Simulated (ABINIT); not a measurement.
# VWC2 (R-3m) in ABINIT: band structure with PBEsol

Aim: the band structure of VWC2 with PBEsol.

Everything below comes from runs of ABINIT 10.8.3 (patched build). Logs are shortened: lines on timing, memory, paths and dates and some standing lists are left out, and cuts for length are marked. The log counts tension as positive stress, the text compression.

### Step 1. The structure

Symmetry: R-3m, No. 166, trigonal system. The conventional cell has a = 3.034 Å, b = 3.034 Å, c = 14.802 Å, α = 90.00°, β = 90.00°, γ = 120.00°. W (site symmetry -3m) has 6 C at 2.17 Å as nearest neighbours. V (site symmetry -3m) is surrounded by 6 C at 2.11 Å. C (site symmetry 3m) has 3 V at 2.11 Å and 3 W at 2.17 Å as nearest neighbours.

The cell comes from a database or a generator and needn't be the stable form of this composition.

### Step 2. Band structure, PBEsol, collinear spin, ferromagnetic start

Input file run.abi:

```
# Datasets: ground state, then fixed potential
ndtset 2

# Pseudopotentials
pp_dirpath "./"
pseudos "W.GGA_PBE-JTH.xml, V.GGA_PBE-JTH.xml, C.GGA_PBE-JTH.xml"

# Structure
acell 3*1.0 Angstrom
rprim
     1.5170411163     0.8758640969     4.9338931930
    -1.5170411163     0.8758640969     4.9338931930
     0.0000000000    -1.7517281937     4.9338931930
ntypat 3
znucl 74 23 6
natom 4
typat 1 2 3 3
xcart
     0.0000000000     0.0000000000     0.0000000000
     0.0000000000     0.0000000001    13.9855602944
     0.0000000000     0.0000000000     6.8947133984
     0.0000000000     0.0000000001    21.0764071904

# Plane-wave basis
ecut 19.0
pawecutdg 38.0
pawxcdev 0

# Exchange and correlation
ixc -116133

# Bands and occupations
occopt 3
tsmear 0.00183747

# Spin
nsppol 2
spinat
     0.0000000000     0.0000000000     0.0000000000
     0.0000000000     0.0000000000     2.0000000000
     0.0000000000     0.0000000000     0.0000000000
     0.0000000000     0.0000000000     0.0000000000

# SCF cycle
nstep 100

# Output
iomode 3
prtwf 0
prteig 0
prtebands 0
enunit 1
prtden1 1
prtvha1 1
prtvclmb1 1
prtpot1 1

# Dataset 1
kptopt1 1
ngkpt1 8 8 8
nshiftk1 1
shiftk1 0.0 0.0 0.0
nband1 22
tolvrs1 1.0e-9

# Dataset 2: bands along G-L-B1
iscf2 -2
getden2 1
nband2 28
nbdbuf2 4
tolwfr2 1.0e-11
kptopt2 -2
ndivsm2 8
prteig2 1
prtvol2 -3
kptbounds2
     0.0000000000     0.0000000000     0.0000000000
     0.5000000000     0.0000000000     0.0000000000
     0.5000000000     0.1876755371    -0.1876755371
```

Potentials or basis: JTH PAW PBE v2.0.

Run with:

```
> abinit run.abi > log 2>&1
```

run.abo:

```text
.Version 10.8.3 of ABINIT
 DATASET    1 : space group R-3 m (#166); Bravais hR (rhombohedral)
================================================================================
 Values of the parameters that define the memory need for DATASET  1.
     intxc =       0    ionmov =       0      iscf =      17    lmnmax =      18
     lnmax =       6     mgfft =      40  mpssoang =       3    mqgrid =    3001
     natom =       4  nloc_mem =       2    nspden =       2   nspinor =       1
    nsppol =       2      nsym =      12    n1xccc =       1    ntypat =       3
    occopt =       3   xclevel =       2
       mpw =        1063          nfft =       64000          nkpt =          65
 PAW method is used; the additional fine FFT grid is defined by:
   mgfftf=        60    nfftf =    216000
================================================================================
================================================================================

 DATASET    2 : space group R-3 m (#166); Bravais hR (rhombohedral)
================================================================================
 Values of the parameters that define the memory need for DATASET  2.
     intxc =       0    ionmov =       0      iscf =      -2    lmnmax =      18
     lnmax =       6     mgfft =      40  mpssoang =       3    mqgrid =    3001
     natom =       4  nloc_mem =       2    nspden =       2   nspinor =       1
    nsppol =       2      nsym =      12    n1xccc =       1    ntypat =       3
    occopt =       3   xclevel =       2
       mpw =        1062          nfft =       64000          nkpt =          21
 PAW method is used; the additional fine FFT grid is defined by:
   mgfftf=        60    nfftf =    216000
================================================================================
================================================================================

--------------------------------------------------------------------------------
------------- Echo of variables that govern the present computation ------------
--------------------------------------------------------------------------------
 -outvars: echo values of preprocessed input variables --------
            acell      1.8897261259E+00  1.8897261259E+00  1.8897261259E+00 Bohr
              amu      1.83850000E+02  5.09415000E+01  1.20110000E+01
             ecut      1.90000000E+01 Hartree
           enunit           1
           getden1          0
           getden2          1
             iscf1         17
             iscf2         -2
              ixc     -116133
           jdtset        1    2
           kptopt1          1
           kptopt2         -2
         kptrlatt        8    0    0      0    8    0      0    0    8
          kptrlen1     4.58686757E+01
          kptrlen2     3.00000000E+01
            natom           4
            nband1         22
            nband2         28
           nbdbuf1          0
           nbdbuf2          4
           ndtset           2
           ndivsm1          0
           ndivsm2          8
            ngfft          40      40      40
          ngfftdg          60      60      60
             nkpt1         65
             nkpt2         21
           nspden           2
           nsppol           2
            nstep         100
             nsym          12
           ntypat           3
           occopt           3
        pawecutdg      3.80000000E+01 Hartree
         pawxcdev           0
        prtebands           0
           prteig1          0
           prteig2          1
           prtpot1          1
           prtpot2          0
         prtvclmb1          1
         prtvclmb2          0
           prtvha1          1
           prtvha2          0
           prtvol1          0
           prtvol2         -3
            prtwf           0
            rprim      1.5170411163E+00  8.7586409690E-01  4.9338931930E+00
                      -1.5170411163E+00  8.7586409690E-01  4.9338931930E+00
                       0.0000000000E+00 -1.7517281937E+00  4.9338931930E+00
           shiftk1     0.00000000E+00  0.00000000E+00  0.00000000E+00
[... 739 lines left out ...]
lattice_angles: [ 33.686,  33.686,  33.686, ] # degrees, (23, 13, 12)
lattice_volume:   2.6544324E+02
convergence: {deltae:  0.000E+00, res2:  0.000E+00, residm:  9.990E-12, diffor:  0.000E+00, }
etotal    :  -1.52591859E+02
entropy   :   0.00000000E+00
fermie    :   4.11047082E-01
cartesian_stress_tensor: null
pressure_GPa: null
xred      :
- [ -3.3822E-10,  -3.3822E-10,  -3.3989E-10,  W]
- [  5.0000E-01,   5.0000E-01,   5.0000E-01,  V]
- [  2.4649E-01,   2.4649E-01,   2.4649E-01,  C]
- [  7.5351E-01,   7.5351E-01,   7.5351E-01,  C]
cartesian_forces: null
force_length_stats: {min: null, max: null, mean: null, }
...

 Integrated electronic and magnetization densities in atomic spheres:
 ------------------------------------------------------------------------------------------------------------
 Radius=ratsph(iatom), smearing ratsm=  0.0000. Diff(up-dn)=approximate z local magnetic moment.
    Atom    Radius    up_density   dn_density  Total(up+dn)  Diff(up-dn)
    1  W   2.41189     5.928245     5.928244     11.856489     0.000001
    2  V   2.21063     5.658687     5.658691     11.317378    -0.000004
    3  C   1.50737     1.226928     1.226928      2.453856     0.000000
    4  C   1.50737     1.226928     1.226928      2.453856     0.000000
 ------------------------------------------------------------------------------------------------------------
  Sum:                14.040788    14.040791     28.081579    -0.000004
 Total magnetization (from the atomic spheres):               -0.000004
 Total magnetization (exact up - dn):                         -0.000004

================================================================================

 ----iterations are completed or convergence reached----

 Mean square residual over all n,k,spin=   52.071E-13; max=  99.899E-13
 reduced coordinates (array xred) for    4 atoms
      -0.000000000338     -0.000000000338     -0.000000000340
       0.499999999662      0.499999999662      0.499999999660
       0.246493999833      0.246493999833      0.246493999831
       0.753505999491      0.753505999491      0.753505999489

 cartesian coordinates (angstrom) at end:
    1     -0.00000000000000     0.00000000000292    -0.00000000501448
    2      0.00000000000000     0.00000000005292     7.40083978448552
    3      0.00000000000000     0.00000000002757     3.64852520366566
    4     -0.00000000000000     0.00000000007827    11.15315436530538
 length scales=  1.889726125908  1.889726125908  1.889726125908 bohr
              =  1.000000000000  1.000000000000  1.000000000000 angstroms
 Eigenvalues (   eV  ) for nkpt=  21  k points, SPIN UP:
 kpt#   1, nband= 28, wtk=  1.00000, kpt=  0.0000  0.0000  0.0000 (reduced coord)
 -63.92693  -53.65917  -28.30128  -27.93549  -27.93549  -27.58813  -27.48457  -27.48457
  -3.78634    0.63108    2.50093    5.66348    5.66348    9.36905    9.36905    9.44526
  10.75534   10.75534   11.17743   11.17743   11.23421   12.28886   12.28886   13.62789
  17.47399   19.00338   19.00341   19.58560
 kpt#   2, nband= 28, wtk=  1.00000, kpt=  0.0417  0.0000  0.0000 (reduced coord)
 -63.92636  -53.65866  -28.29836  -27.94521  -27.93769  -27.58880  -27.48891  -27.48558
  -3.74281    0.59428    2.55498    5.67603    5.68805    9.25188    9.31080    9.43472
  10.08972   10.60113   11.28878   11.43746   11.86632   12.28584   12.29824   13.60016
  17.54923   18.94672   18.95182   19.66031
 kpt#   3, nband= 28, wtk=  1.00000, kpt=  0.0833  0.0000  0.0000 (reduced coord)
 -63.92470  -53.65720  -28.28977  -27.97361  -27.94413  -27.59083  -27.50160  -27.48854
  -3.61395    0.49451    2.70802    5.70727    5.75933    8.91224    9.13221    9.21002
   9.52779   10.48476   11.49845   11.83822   12.14392   12.31404   12.83218   13.52480
  17.66010   18.80970   18.89313   19.87682
 kpt#   4, nband= 28, wtk=  1.00000, kpt=  0.1250  0.0000  0.0000 (reduced coord)
 -63.92206  -53.65487  -28.27594  -28.01856  -27.95437  -27.59421  -27.52171  -27.49325
[... 73 lines left out ...]
 kpt#  19, nband= 28, wtk=  1.00000, kpt=  0.5000  0.1408 -0.1408 (reduced coord)
 -63.88978  -53.62631  -28.36310  -28.28388  -28.11262  -27.67510  -27.62961  -27.61649
  -0.40802   -0.15923    4.37943    4.52134    5.49392    6.18842    6.47061    6.76184
  11.64486   11.78679   11.91518   12.15013   13.52624   13.59711   14.23472   15.29277
  16.96943   18.33649   22.45915   23.05948
 kpt#  20, nband= 28, wtk=  1.00000, kpt=  0.5000  0.1642 -0.1642 (reduced coord)
 -63.88948  -53.62605  -28.33037  -28.32546  -28.11602  -27.65793  -27.63128  -27.62677
  -0.28532   -0.26474    4.40314    4.47583    5.49268    6.08360    6.57972    6.85096
  11.46978   11.55031   11.93028   12.33130   13.44982   13.45157   14.64209   15.35334
  17.22118   18.09386   22.39859   22.54288
 kpt#  21, nband= 28, wtk=  1.00000, kpt=  0.5000  0.1877 -0.1877 (reduced coord)
 -63.88971  -53.62625  -28.36783  -28.28563  -28.12032  -27.64277  -27.64077  -27.62406
  -0.38307   -0.20717    4.35590    4.45413    5.58115    5.98279    6.71349    6.97040
  11.19813   11.22726   12.02070   12.54377   13.36522   13.42983   15.05023   15.36838
  17.52505   17.80969   22.04765   22.37928
 Eigenvalues (   eV  ) for nkpt=  21  k points, SPIN DOWN:
 kpt#   1, nband= 28, wtk=  1.00000, kpt=  0.0000  0.0000  0.0000 (reduced coord)
 -63.92693  -53.65917  -28.30128  -27.93549  -27.93549  -27.58813  -27.48457  -27.48457
  -3.78634    0.63108    2.50093    5.66348    5.66348    9.36905    9.36905    9.44526
  10.75534   10.75534   11.17743   11.17743   11.23421   12.28885   12.28885   13.62789
  17.47399   19.00338   19.00341   19.58560
 kpt#   2, nband= 28, wtk=  1.00000, kpt=  0.0417  0.0000  0.0000 (reduced coord)
 -63.92636  -53.65867  -28.29836  -27.94521  -27.93769  -27.58880  -27.48891  -27.48558
  -3.74281    0.59428    2.55498    5.67603    5.68805    9.25188    9.31080    9.43471
  10.08972   10.60113   11.28878   11.43746   11.86632   12.28584   12.29824   13.60015
  17.54923   18.94672   18.95182   19.66031
 kpt#   3, nband= 28, wtk=  1.00000, kpt=  0.0833  0.0000  0.0000 (reduced coord)
 -63.92470  -53.65720  -28.28977  -27.97361  -27.94413  -27.59083  -27.50160  -27.48854
  -3.61395    0.49451    2.70802    5.70727    5.75933    8.91223    9.13221    9.21001
   9.52779   10.48476   11.49845   11.83822   12.14392   12.31404   12.83218   13.52480
  17.66010   18.80970   18.89313   19.87682
 kpt#   4, nband= 28, wtk=  1.00000, kpt=  0.1250  0.0000  0.0000 (reduced coord)
 -63.92206  -53.65487  -28.27594  -28.01856  -27.95437  -27.59421  -27.52171  -27.49325
[... 74 lines left out ...]
 -63.88978  -53.62632  -28.36309  -28.28388  -28.11262  -27.67511  -27.62962  -27.61650
  -0.40802   -0.15923    4.37943    4.52134    5.49392    6.18842    6.47061    6.76184
  11.64485   11.78678   11.91518   12.15013   13.52624   13.59711   14.23472   15.29277
  16.96943   18.33649   22.45915   23.05948
 kpt#  20, nband= 28, wtk=  1.00000, kpt=  0.5000  0.1642 -0.1642 (reduced coord)
 -63.88948  -53.62605  -28.33037  -28.32546  -28.11602  -27.65793  -27.63129  -27.62677
  -0.28532   -0.26474    4.40314    4.47583    5.49268    6.08360    6.57972    6.85096
  11.46978   11.55031   11.93028   12.33130   13.44982   13.45157   14.64209   15.35334
  17.22118   18.09386   22.39859   22.54288
 kpt#  21, nband= 28, wtk=  1.00000, kpt=  0.5000  0.1877 -0.1877 (reduced coord)
 -63.88971  -53.62626  -28.36783  -28.28563  -28.12032  -27.64277  -27.64078  -27.62406
  -0.38307   -0.20717    4.35590    4.45413    5.58115    5.98279    6.71349    6.97040
  11.19813   11.22726   12.02070   12.54377   13.36522   13.42983   15.05023   15.36838
  17.52505   17.80969   22.04765   22.37928

== END DATASET(S) ==============================================================
================================================================================

 -outvars: echo values of variables after computation  --------
            acell      1.8897261259E+00  1.8897261259E+00  1.8897261259E+00 Bohr
           etotal1    -1.5259185901E+02
            fcart1    -0.0000000000E+00 -0.0000000000E+00 -0.0000000000E+00
                      -0.0000000000E+00 -0.0000000000E+00 -0.0000000000E+00
                       6.7177557659E-19  4.2576277729E-19  2.0866947804E-03
                      -6.7177557659E-19 -4.2576277729E-19 -2.0866947804E-03
            rprim      1.5170411163E+00  8.7586409690E-01  4.9338931930E+00
                      -1.5170411163E+00  8.7586409690E-01  4.9338931930E+00
                       0.0000000000E+00 -1.7517281937E+00  4.9338931930E+00
           strten1     3.2541895885E-04  3.2541895893E-04  3.1130504756E-04
                      -2.6416634932E-13  0.0000000000E+00  0.0000000000E+00
           xangst     -3.5599063459E-26  2.9177968692E-12 -5.0144818447E-09
                       5.3317096964E-17  5.2917329402E-11  7.4008397845E+00
                       1.0916599028E-16  2.7567133876E-11  3.6485252037E+00
                      -6.0290184395E-17  7.8268197513E-11  1.1153154365E+01
             xred     -3.3822267209E-10 -3.3822267209E-10 -3.3988833970E-10
                       4.9999999966E-01  4.9999999966E-01  4.9999999966E-01
                       2.4649399983E-01  2.4649399983E-01  2.4649399983E-01
                       7.5350599949E-01  7.5350599949E-01  7.5350599949E-01
 Calculation completed.
```

It took 6.3 min on 1 thread of Arm Neoverse V2, shared host; peak memory 0.33 GiB.

Results:

```yaml
Free_energy: -4152.2360 eV
Pressure: -9.4 GPa
Largest_force: 0.107 eV/Å
Band_gap_on_the_k_mesh: none (metal or under the smearing width)
Net_moment: 0.00 μB per cell
Valence_electrons_inside_the_program's_atomic_spheres: W 11.86; V 11.32; C 2.45
```

Forces in eV/Å, atoms in the order of the input:
```
W    0.000  0.000  0.000
V    0.000  0.000  0.000
C    0.000  0.000  0.107
C    0.000  0.000 -0.107
```

Levels at the corners of the path, in eV from the Fermi level:
Spin up:
```csv
point,band 14,band 15,band 16,band 17,band 18,band 19,band 20,band 21,band 22,band 23
Γ,-1.82,-1.82,-1.74,-0.43,-0.43,-0.01,-0.01,0.05,1.10,1.10
L,-4.63,-4.50,-3.67,-0.82,-0.52,0.93,1.55,2.16,3.06,3.73
B1,-5.20,-4.47,-4.21,0.01,0.04,0.84,1.36,2.18,2.24,3.87
```
Spin down:
| point | band 15 | band 16 | band 17 | band 18 | band 19 | band 20 | band 21 | band 22 |
| --- | --- | --- | --- | --- | --- | --- | --- | --- |
| Γ | -1.82 | -1.74 | -0.43 | -0.43 | -0.01 | -0.01 | 0.05 | 1.10 |
| L | -4.50 | -3.67 | -0.82 | -0.52 | 0.93 | 1.55 | 2.16 | 3.06 |
| B1 | -4.47 | -4.21 | 0.01 | 0.04 | 0.84 | 1.36 | 2.18 | 2.24 |

Caveat: the PAW data sets were made with another functional, which shifts forces and pressure a little; spin-orbit coupling is left out, which moves the levels of the heavy elements.

### Step 3. For comparison

An earlier run on the cell as given: functional PBEsol; potentials or basis JTH PAW PBE v2.0; cutoff 517 eV; k mesh 10 × 10 × 10; occupations fermi-dirac, width 0.05 eV; collinear spin, ferromagnetic start; starting moments [0.0, 2.0, 0.0, 0.0] μB.

- Pressure: -9.3 GPa
- Largest force: 0.119 eV/Å
- Band gap on the k mesh: none (metal or under the smearing width)
- Net moment: 0.00 μB per cell
- Valence electrons inside the program's atomic spheres: W 11.86; V 11.32; C 2.45
